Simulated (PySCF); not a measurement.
**C₄H₈FNSi₂: electronic excitations**

Wanted: the electronic excitations of C₄H₈FNSi₂ (`N[Si@@H]1C=C[SiH2]C=C1F`), by calculation.

The runs use PySCF 2.14.0, with density-fitted response routines of our own; the level of theory stands in each step. All values are computed, except where a source is named. Atoms are numbered from 0 throughout.

### 1 The molecule as given

16 atoms, charge 0, multiplicity 1; geometry from: GFN2-xTB.

Bonds of the start (Å): N0–Si1 1.72, Si1–C2 1.88, C2–C3 1.33, C3–Si4 1.88, Si4–C5 1.87, C5–C6 1.32, C6–F7 1.37, C6–Si1 1.89, N0–H8 1.01, N0–H9 1.01, Si1–H10 1.48, C2–H11 1.09, C3–H12 1.09, Si4–H13 1.47, Si4–H14 1.47, C5–H15 1.08.

### 2 TDDFT and polarisability: CAM-B3LYP/def2-SVPD

The job: settings as JSON, then the geometry in Å.

```
{"job": {"kind": "uv", "xc": "CAM-B3LYP", "basis": "def2-SVPD", "nstates": 8, "ntriplets": 3}, "charge": 0, "multiplicity": 1}
N      2.393837    -0.029737    -1.049541
Si     1.306748    -0.188848     0.277639
C      0.110593    -1.591494    -0.082123
C     -1.215101    -1.476200    -0.060492
Si    -2.162929     0.112579     0.283190
C     -0.988142     1.571490     0.305589
C      0.328573     1.428365     0.296317
F      1.110009     2.553480     0.311530
H      2.896012     0.837804    -1.154982
H      2.978123    -0.804393    -1.318211
H      1.918355    -0.379321     1.609451
H      0.548089    -2.561003    -0.299010
H     -1.818039    -2.356460    -0.265232
H     -3.168289     0.310745    -0.773186
H     -2.841453     0.009763     1.586289
H     -1.403986     2.572174     0.321361
```

With the program's defaults for keys left out, this is: TDDFT CAM-B3LYP/def2-SVPD, vertical, gas phase, core orbitals frozen in the response.

The run is started by

```bash
OMP_NUM_THREADS=1 python probes_run.py task.json out
```

The driver reads the jobs from task.json and runs them one after another.

Predict these results of the whole session: lowest singlet (CAM-B3LYP/def2-SVPD); brightest single state of those computed; lowest triplet.

As calculated:

| quantity | value |
| --- | --- |
| lowest singlet (CAM-B3LYP/def2-SVPD) | 5.85 eV (212 nm), f = 0.001 |
| brightest single state of those computed | state 7, 7.04 eV, f = 0.329 |
| lowest triplet | 4.17 eV |

**Reading.** The first singlet state (HOMO→LUMO 0.49, HOMO−3→LUMO 0.38) lies at 5.85 eV and is weak; of the 8 states computed, the strongest absorption comes from state 7 at 7.04 eV. The lowest triplet lies 1.68 eV below the lowest singlet (triplets in Tamm-Dancoff, singlets in full TDDFT).
